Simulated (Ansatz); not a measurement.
Predict the output of the script below (the Python package of Ansatz (0.2.0)).

`run_methods.py`:
```python
"""C3H6OSi at several levels of theory."""

from pathlib import Path

import ansatz as az
import numpy as np

geometry_ang = [
    ("C", (-1.3939, 0.7844, 0.3237)),
    ("Si", (0.1213, -0.0691, 0.351)),
    ("O", (0.7996, -0.405, 1.7797)),
    ("C", (1.2777, 0.0205, -1.0324)),
    ("C", (0.5552, -1.1334, -0.9956)),
    ("H", (-1.3587, 1.8319, 0.7779)),
    ("H", (-2.2047, 0.2934, 0.8514)),
    ("H", (-1.7678, 1.0091, -0.7147)),
    ("H", (1.6767, -0.8727, 1.7896)),
    ("H", (1.9198, 0.524, -1.6112)),
    ("H", (0.4402, -2.04, -1.4988)),
]
mol = az.Crystal.molecule()
for symbol, xyz in geometry_ang:
    mol = mol.atom(symbol, xyz)

job = mol.calculation().basis(gaussian="cc-pVDZ")

print("functional    E (Ha)        dipole (D)   HOMO (eV)  LUMO (eV)")
for name in ["lda", "r2scan", "blyp", "hse06"]:
    r = job.functional(name).forces().orbitals().run(threads=1, backend="cpu", runs_dir="runs").report
    lines = Path(r["orbitals_path"]).read_text().splitlines()
    field_of = lambda key: [line.split("=")[1].strip() for line in lines if line.startswith(key)]
    orbitals = [(27.211386 * float(e), s, float(n)) for e, s, n in zip(field_of("Ene="), field_of("Spin="), field_of("Occup="))]
    homo = max(e for e, _, n in orbitals if n > 0.5)
    lumo = min(e for e, _, n in orbitals if n < 0.5)
    dipole = 4.803205 * np.linalg.norm(r["charge_distribution"]["dipole_moment_e_ang"])
    print(f"{name:10s} {r['free_energy_ev'] / 27.211386246:14.6f} {dipole:9.3f} {homo:11.3f} {lumo:10.3f}")
```

```console
$ python run_methods.py
functional    E (Ha)        dipole (D)   HOMO (eV)  LUMO (eV)
lda           -479.779790     0.211      -5.072     -1.059
r2scan        -482.464253     0.191      -5.277     -0.643
blyp          -482.504675     0.134      -4.865     -0.630
hse06         -482.236904     0.238      -5.893     -0.149
```

Reading the output:
- Total energies depend on the basis set; only differences at equal settings carry meaning.
- The geometry is a force-field or estimated start, not a minimum of this method, and the basis set is short of its limit. A lower total doesn't mark the better method: functionals have no common bound, and MP2 and coupled cluster aren't variational.
- Levels such as HOMO and LUMO are orbital energies: with these approximate functionals they aren't the ionisation energy and electron affinity, and their gap isn't the fundamental gap.
- For Al to Cl the sets with a tight d function, cc-pV(X+d)Z, are usual.
- hse06 follows the composition of plane-wave codes, whose totals differ by tens of mHa, up to about 0.1 Ha, from the form usual in Gaussian-basis programs (wpbeh).
- Run time: 12 s on 1 thread of Intel(R) Xeon(R) Platinum 8375C CPU @ 2.90GHz (Ice Lake), with other jobs on the host, peak memory 0.29 GiB.
